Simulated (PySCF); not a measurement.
**[WO2(H2O)5]2+: how settings move a single point**

Aim: repeat the single point on relaxed [WO2(H2O)5]2+ with altered settings, some of them bad on purpose. The species was built from a template and needn't be a known compound.

The runs use PySCF 2.14.0; PBE, W def2-SVP with ECP60, O def2-SVP, H def2-SVP; scalar-relativistic core potentials, no spin–orbit coupling.

3 further runs of the same task are left out: 2 for a known fault of the program, 1 that didn't finish.

### Step 1. The system as given

18 atoms, charge 2, spin multiplicity 1.

Bond lengths: W1–O2 1.794 Å, W1–O3 1.794 Å, W1–O4 2.172 Å, W1–O7 2.172 Å, W1–O10 2.172 Å, W1–O13 2.172 Å, W1–O16 2.172 Å, O4–H5 0.986 Å, O4–H6 0.986 Å, O7–H8 0.986 Å, O7–H9 0.986 Å, O10–H11 0.986 Å, O10–H12 0.986 Å, O13–H14 0.986 Å, O13–H15 0.986 Å, O16–H17 0.986 Å, O16–H18 0.986 Å. Angles: O2–W1–O3 180.0°, O2–W1–O4 90.0°, O2–W1–O7 90.0°, O2–W1–O10 90.0°, O2–W1–O13 90.0°, O2–W1–O16 90.0°, O3–W1–O4 90.0°, O3–W1–O7 90.0°, O3–W1–O10 90.0°, O3–W1–O13 90.0°, O3–W1–O16 90.0°, O4–W1–O7 72.0°, O4–W1–O10 144.0°, O4–W1–O13 144.0°, O4–W1–O16 72.0°, O7–W1–O10 72.0°, O7–W1–O13 144.0°, O7–W1–O16 144.0° and more.

As a file:

```
W     0.0000    0.0000    0.0000
O     0.0000    0.0000    1.7936
O     0.0000    0.0000   -1.7936
O     2.1717   -0.0580    0.0000
H     2.6582    0.2519    0.7994
H     2.6582    0.2519   -0.7994
O     0.7262    2.0475    0.0000
H     0.5818    2.6059    0.7994
H     0.5818    2.6059   -0.7994
O    -1.7228    1.3234    0.0000
H    -2.2986    1.3586    0.7994
H    -2.2986    1.3586   -0.7994
O    -1.7910   -1.2295    0.0000
H    -2.0024   -1.7662    0.7994
H    -2.0024   -1.7662   -0.7994
O     0.6159   -2.0833    0.0000
H     1.0610   -2.4502    0.7994
H     1.0610   -2.4502   -0.7994
```

Formal oxidation states: W +6. An earlier session relaxed this geometry at PBE, W def2-SVP with ECP60, O def2-SVP, H def2-SVP (singlet, point group C5h).

The sound run used a (50, 194) grid (finer on f atoms), a threshold of 1e-8 and at most 55 cycles, and ended at -598.270255 Eh.

### Step 2. Altered run 1

Contents of run.py (the lines that set the calculation):

```python
mol = gto.M(atom='''
W      0.00000     0.00000     0.00000
O      0.00000     0.00000     1.68597
O      0.00000     0.00000    -1.68597
O      2.04138    -0.05453     0.00000
H      2.49866     0.23680     0.75148
H      2.49866     0.23680    -0.75148
O      0.68268     1.92462     0.00000
H      0.54692     2.44955     0.75148
H      0.54692     2.44955    -0.75148
O     -1.61946     1.24400     0.00000
H     -2.16065     1.27710     0.75148
H     -2.16065     1.27710    -0.75148
O     -1.68356    -1.15578     0.00000
H     -1.88228    -1.66025     0.75148
H     -1.88228    -1.66025    -0.75148
O      0.57896    -1.95831     0.00000
H      0.99734    -2.30320     0.75148
H      0.99734    -2.30320    -0.75148''',
    basis={'W': 'def2-SVP', 'O': 'def2-SVP', 'H': 'def2-SVP'},
    ecp={'W': 'def2-SVP'},
    charge=2, spin=0)
mf = dft.RKS(mol, xc='PBE')
mf.grids.atom_grid = (50, 194)
mf = mf.density_fit()  # fitting sets: W def2-universal-JKFIT, O def2-universal-JKFIT, H def2-universal-JKFIT
mf.conv_tol = 1e-08; mf.max_cycle = 55
mf.kernel(dm0)  # dm0: free metal ions and neutral atoms
```

Started as:

```
> OMP_NUM_THREADS=4 python run.py
```

Log:

```text
init E= -598.411193296651
  HOMO = -0.869965340570673  LUMO = -0.679341220592561  gap/eV = 5.18715
cycle= 1 E= -597.215945787508  delta_E=  1.2  |g|= 2.25  |ddm|= 4.53
cycle= 2 E= -590.649037666956  delta_E= 6.57  |g|= 4.88  |ddm|= 7.06
  HOMO = -0.556308325585956  LUMO = -0.371107033307414  gap/eV = 5.03958
cycle= 3 E= -597.284744881941  delta_E= -6.64  |g|= 2.07  |ddm|= 6.71
  HOMO = -0.606021278224901  LUMO = -0.427863097481298  gap/eV = 4.84793
cycle= 4 E= -598.141709130321  delta_E= -0.857  |g|= 0.414  |ddm|= 1.22
  HOMO = -0.502219392039148  LUMO = -0.383891695254282  gap/eV = 3.21986
cycle= 5 E= -598.178561996905  delta_E= -0.0369  |g|= 0.145  |ddm|= 0.481
  HOMO = -0.518494836110648  LUMO = -0.402593994710321  gap/eV = 3.15382
cycle= 6 E= -598.181862106257  delta_E= -0.0033  |g|= 0.0755  |ddm|= 0.168
  HOMO = -0.5097680231985  LUMO = -0.396121324834093  gap/eV = 3.09248
cycle= 7 E= -598.183010039988  delta_E= -0.00115  |g|= 0.0173  |ddm|= 0.0691
  HOMO = -0.508513470081461  LUMO = -0.396177248564249  gap/eV = 3.05682
cycle= 8 E= -598.183065300516  delta_E= -5.53e-05  |g|= 0.00615  |ddm|= 0.011
  HOMO = -0.508382414449962  LUMO = -0.396335661494519  gap/eV = 3.04895
cycle= 9 E= -598.183071587294  delta_E= -6.29e-06  |g|= 0.00217  |ddm|= 0.00434
  HOMO = -0.508242489590323  LUMO = -0.396349465959234  gap/eV = 3.04476
cycle= 10 E= -598.183072465931  delta_E= -8.79e-07  |g|= 0.000235  |ddm|= 0.0016
  HOMO = -0.508235959767877  LUMO = -0.396360310147036  gap/eV = 3.04429
cycle= 11 E= -598.183072476516  delta_E= -1.06e-08  |g|= 4.33e-05  |ddm|= 0.000182
  HOMO = -0.508233919901279  LUMO = -0.396359703763686  gap/eV = 3.04425
cycle= 12 E= -598.183072476856  delta_E= -3.4e-10  |g|= 7.94e-06  |ddm|= 3.63e-05
  HOMO = -0.508231939316278  LUMO = -0.396360061069001  gap/eV = 3.04419
Extra cycle  E= -598.183072476778  delta_E= 7.78e-11  |g|= 2.16e-05  |ddm|= 1.95e-05
converged SCF energy = -598.183072476778
```

Run time: 9.1 s. Hardware: 4 threads of AMD EPYC 9R45 (Zen 5), shared host.

Changed: the scale of all coordinates (0.94). It converges in 12 cycles, +2.372 eV from the sound run, with a largest force component of 7.32 eV/Å. The setting is unsound, so these numbers aren't the compound's.

### Step 3. Altered run 2

Contents of run.py (the lines that set the calculation):

```python
mol = gto.M(atom='''
W      0.00000     0.00000     0.00000
O      0.00000     0.00000     1.79359
O      0.00000     0.00000    -1.79359
O      2.17168    -0.05801     0.00000
H      1.04908     0.09942     0.31551
H      2.65815     0.25191    -0.79945
O      0.72625     2.04746     0.00000
H      0.58183     2.60590     0.79945
H      0.58183     2.60590    -0.79945
O     -1.72283     1.32341     0.00000
H     -2.29856     1.35862     0.79945
H     -2.29856     1.35862    -0.79945
O     -1.79102    -1.22955     0.00000
H     -2.00242    -1.76623     0.79945
H     -2.00242    -1.76623    -0.79945
O      0.61592    -2.08331     0.00000
H      1.06100    -2.45021     0.79945
H      1.06100    -2.45021    -0.79945''',
    basis={'W': 'def2-SVP', 'O': 'def2-SVP', 'H': 'def2-SVP'},
    ecp={'W': 'def2-SVP'},
    charge=2, spin=0)
mf = dft.RKS(mol, xc='PBE')
mf.grids.atom_grid = (50, 194)
mf = mf.density_fit()  # fitting sets: W def2-universal-JKFIT, O def2-universal-JKFIT, H def2-universal-JKFIT
mf.conv_tol = 1e-08; mf.max_cycle = 57
mf.kernel(dm0)  # dm0: free metal ions and neutral atoms
```

Started as:

```
> OMP_NUM_THREADS=4 python run.py
```

Log:

```text
init E= -597.571231252527
  HOMO = -0.829908467343513  LUMO = -0.777381913624041  gap/eV = 1.42932
cycle= 1 E= -597.050667501714  delta_E= 0.521  |g|=  1.9  |ddm|=  4.5
  HOMO = -0.307448346046561  LUMO = -0.30498803562934  gap/eV = 0.06695
cycle= 2 E= -590.050550065133  delta_E=    7  |g|= 4.67  |ddm|= 6.32
  HOMO = -0.46246298328257  LUMO = -0.380896009671911  gap/eV = 2.21955
cycle= 3 E= -596.260721556221  delta_E= -6.21  |g|= 2.54  |ddm|= 6.08
  HOMO = -0.580538825495157  LUMO = -0.512060317181792  gap/eV = 1.86340
cycle= 4 E= -597.695738781386  delta_E= -1.44  |g|= 0.693  |ddm|= 1.67
  HOMO = -0.577177451787371  LUMO = -0.543215401022511  gap/eV = 0.92415
cycle= 5 E= -597.644613057544  delta_E= 0.0511  |g|= 0.885  |ddm|= 1.01
  HOMO = -0.567017986746261  LUMO = -0.530053523582243  gap/eV = 1.00585
cycle= 6 E= -597.754947245194  delta_E= -0.11  |g|= 0.532  |ddm|= 0.872
  HOMO = -0.56413703344597  LUMO = -0.525968037423411  gap/eV = 1.03863
cycle= 7 E= -597.767546863893  delta_E= -0.0126  |g|= 0.471  |ddm|= 0.685
  HOMO = -0.551812255291591  LUMO = -0.523009952499113  gap/eV = 0.78375
cycle= 8 E= -597.812585203218  delta_E= -0.045  |g|= 0.082  |ddm|= 0.346
  HOMO = -0.557029055464668  LUMO = -0.52823938292163  gap/eV = 0.78341
cycle= 9 E= -597.813650501108  delta_E= -0.00107  |g|= 0.0428  |ddm|= 0.071
  HOMO = -0.552996916776198  LUMO = -0.527437337881938  gap/eV = 0.69551
cycle= 10 E= -597.814066776884  delta_E= -0.000416  |g|= 0.00886  |ddm|= 0.0423
  HOMO = -0.552787610115498  LUMO = -0.52739965560751  gap/eV = 0.69084
cycle= 11 E= -597.814083074529  delta_E= -1.63e-05  |g|= 0.00214  |ddm|= 0.00851
  HOMO = -0.552704075146242  LUMO = -0.527371539858777  gap/eV = 0.68933
cycle= 12 E= -597.814083653377  delta_E= -5.79e-07  |g|= 0.00121  |ddm|= 0.00227
  HOMO = -0.552681526179736  LUMO = -0.527371678548388  gap/eV = 0.68872
cycle= 13 E= -597.814083919259  delta_E= -2.66e-07  |g|= 0.000329  |ddm|= 0.00103
  HOMO = -0.55269568737965  LUMO = -0.527384572761978  gap/eV = 0.68875
cycle= 14 E= -597.814083941285  delta_E= -2.2e-08  |g|= 5.88e-05  |ddm|= 0.000335
  HOMO = -0.552698760781592  LUMO = -0.527388573021653  gap/eV = 0.68873
cycle= 15 E= -597.814083941936  delta_E= -6.51e-10  |g|= 2.21e-05  |ddm|= 6.56e-05
  HOMO = -0.552695485832793  LUMO = -0.527384423257889  gap/eV = 0.68875
Extra cycle  E= -597.814083940453  delta_E= 1.48e-09  |g|= 8.76e-05  |ddm|= 8.15e-05
converged SCF energy = -597.814083940453
```

It took 10 s on 4 threads of AMD EPYC 9R45 (Zen 5), shared host.

Changed: one atom's place (atom 5 put 1.1 Å from the metal); the cycle limit is 57. It converges in 15 cycles, +12.413 eV from the sound run, with a largest force component of 36.98 eV/Å. The setting is unsound, so these numbers aren't the compound's.

### Step 4. Altered run 3

Changes to run.py (the lines that set the calculation) since step 3:

```diff
@@ -5,3 +5,3 @@
 O      2.17168    -0.05801     0.00000
-H      1.04908     0.09942     0.31551
+H      2.65815     0.25191     0.79945
 H      2.65815     0.25191    -0.79945
@@ -25,3 +25,3 @@
 mf = mf.density_fit()  # fitting sets: W def2-universal-JKFIT, O def2-universal-JKFIT, H def2-universal-JKFIT
-mf.conv_tol = 1e-08; mf.max_cycle = 57
-mf.kernel(dm0)  # dm0: free metal ions and neutral atoms
+mf.conv_tol = 1e-08; mf.max_cycle = 55
+mf.kernel(dm0)  # dm0: smeared density
```

Started as:

```
> OMP_NUM_THREADS=4 python run.py
```

Log:

```text
init E= -598.186302296007
  HOMO = -0.544096210287737  LUMO = -0.419949436023702  gap/eV = 3.37821
cycle= 1 E= -598.247980989455  delta_E= -0.0617  |g|= 0.322  |ddm|= 0.432
cycle= 2 E= -596.214629096664  delta_E= 2.03  |g|= 2.71  |ddm|= 3.16
  HOMO = -0.53153263768445  LUMO = -0.430669288820074  gap/eV = 2.74463
cycle= 3 E= -598.267364539294  delta_E= -2.05  |g|= 0.116  |ddm|= 3.12
  HOMO = -0.520811088549578  LUMO = -0.433035785859426  gap/eV = 2.38849
cycle= 4 E= -598.268297455327  delta_E= -0.000933  |g|= 0.0984  |ddm|= 0.107
  HOMO = -0.519477375290645  LUMO = -0.436605118007894  gap/eV = 2.25507
cycle= 5 E= -598.27025076335  delta_E= -0.00195  |g|= 0.00518  |ddm|= 0.0691
  HOMO = -0.519451580510776  LUMO = -0.43638427433583  gap/eV = 2.26038
cycle= 6 E= -598.270253235009  delta_E= -2.47e-06  |g|= 0.00348  |ddm|= 0.00591
  HOMO = -0.51952215980079  LUMO = -0.436441271035201  gap/eV = 2.26075
cycle= 7 E= -598.270251966677  delta_E= 1.27e-06  |g|= 0.00416  |ddm|= 0.00436
  HOMO = -0.519546970173192  LUMO = -0.436457121761088  gap/eV = 2.26099
cycle= 8 E= -598.270254998988  delta_E= -3.03e-06  |g|= 0.00159  |ddm|= 0.00345
  HOMO = -0.519568996408044  LUMO = -0.436469738492451  gap/eV = 2.26125
cycle= 9 E= -598.270255504083  delta_E= -5.05e-07  |g|= 0.000182  |ddm|= 0.00108
  HOMO = -0.5195440910983  LUMO = -0.436454407342302  gap/eV = 2.26099
cycle= 10 E= -598.270255510562  delta_E= -6.48e-09  |g|= 5.41e-05  |ddm|= 0.000181
  HOMO = -0.519549100622903  LUMO = -0.436475551822528  gap/eV = 2.26055
Extra cycle  E= -598.270255502795  delta_E= 7.77e-09  |g|= 0.000196  |ddm|= 0.000189
converged SCF energy = -598.270255502795
```

Wall time 8 s (4 threads of AMD EPYC 9R45 (Zen 5), shared host).

Changed: the starting guess (smeared density). It converges in 10 cycles, at the sound run's energy within 0.001 eV, with a largest force component of 0.01 eV/Å. The result survives the change.

### Step 5. Altered run 4

Changes to run.py (the lines that set the calculation) since step 4:

```diff
@@ -23,5 +23,5 @@
 mf = dft.RKS(mol, xc='PBE')
-mf.grids.atom_grid = (50, 194)
+mf.grids.atom_grid = (30, 86)
 mf = mf.density_fit()  # fitting sets: W def2-universal-JKFIT, O def2-universal-JKFIT, H def2-universal-JKFIT
 mf.conv_tol = 1e-08; mf.max_cycle = 55
-mf.kernel(dm0)  # dm0: smeared density
+mf.kernel(dm0)  # dm0: free metal ions and neutral atoms
```

Started as:

```
> OMP_NUM_THREADS=4 python run.py
```

Log:

```text
init E= -597.89669975177
  HOMO = -0.836359604008653  LUMO = -0.691860014325237  gap/eV = 3.93203
cycle= 1 E= -597.358975698125  delta_E= 0.538  |g|= 2.13  |ddm|= 4.27
cycle= 2 E= -588.127272951899  delta_E= 9.23  |g|=  5.2  |ddm|= 6.71
  HOMO = -0.498644011654665  LUMO = -0.306102572503885  gap/eV = 5.23932
cycle= 3 E= -596.689319339278  delta_E= -8.56  |g|= 2.57  |ddm|= 6.46
  HOMO = -0.590813653936475  LUMO = -0.401820060121627  gap/eV = 5.14278
cycle= 4 E= -598.094533788726  delta_E= -1.41  |g|= 0.865  |ddm|= 1.46
  HOMO = -0.589650409828511  LUMO = -0.447130513188203  gap/eV = 3.87816
cycle= 5 E= -598.199673257194  delta_E= -0.105  |g|= 0.601  |ddm|= 0.557
  HOMO = -0.531146462210874  LUMO = -0.413913949824134  gap/eV = 3.19006
cycle= 6 E= -598.234331406298  delta_E= -0.0347  |g|= 0.427  |ddm|= 0.403
  HOMO = -0.533602679723014  LUMO = -0.43139207911852  gap/eV = 2.78129
cycle= 7 E= -598.265266585714  delta_E= -0.0309  |g|= 0.194  |ddm|= 0.185
  HOMO = -0.521985743023134  LUMO = -0.436007932828987  gap/eV = 2.33958
cycle= 8 E= -598.273177408567  delta_E= -0.00791  |g|= 0.0274  |ddm|= 0.126
  HOMO = -0.519706943510275  LUMO = -0.436282988783562  gap/eV = 2.27008
cycle= 9 E= -598.273317896544  delta_E= -0.00014  |g|= 0.00476  |ddm|= 0.0197
  HOMO = -0.519762648353279  LUMO = -0.436463724505324  gap/eV = 2.26668
cycle= 10 E= -598.273321163754  delta_E= -3.27e-06  |g|= 0.00273  |ddm|= 0.00458
  HOMO = -0.519811427580471  LUMO = -0.436554625250257  gap/eV = 2.26553
cycle= 11 E= -598.273322603374  delta_E= -1.44e-06  |g|= 0.000102  |ddm|= 0.00191
  HOMO = -0.519817120618651  LUMO = -0.436555460628189  gap/eV = 2.26567
cycle= 12 E= -598.273322604537  delta_E= -1.16e-09  |g|= 6.61e-05  |ddm|= 0.000109
  HOMO = -0.519815071137334  LUMO = -0.436562673216377  gap/eV = 2.26541
Extra cycle  E= -598.273322600233  delta_E= 4.3e-09  |g|= 0.000161  |ddm|= 0.000155
converged SCF energy = -598.273322600233
```

Run time: 6.6 s. Hardware: 4 threads of AMD EPYC 9R45 (Zen 5), shared host.

Changed: the integration grid, to (30, 86). It converges in 12 cycles, -0.083 eV from the sound run, with a largest force component of 0.22 eV/Å. The setting is unsound, so these numbers aren't the compound's.

### Step 6. Results

| run | changed | ending | energy change (eV) | cycles | time | usable |
| --- | --- | --- | --- | --- | --- | --- |
| 1 | the scale of all coordinates | converged | +2.372 | 12 | 9.1 s | no |
| 2 | one atom's place | converged | +12.413 | 15 | 10 s | no |
| 3 | the starting guess | converged | 0.000 | 10 | 8 s | yes |
| 4 | the integration grid | converged | -0.083 | 12 | 6.6 s | no |

1 of 4 altered runs gives a usable result. 3 ended normally with numbers unfit to quote.
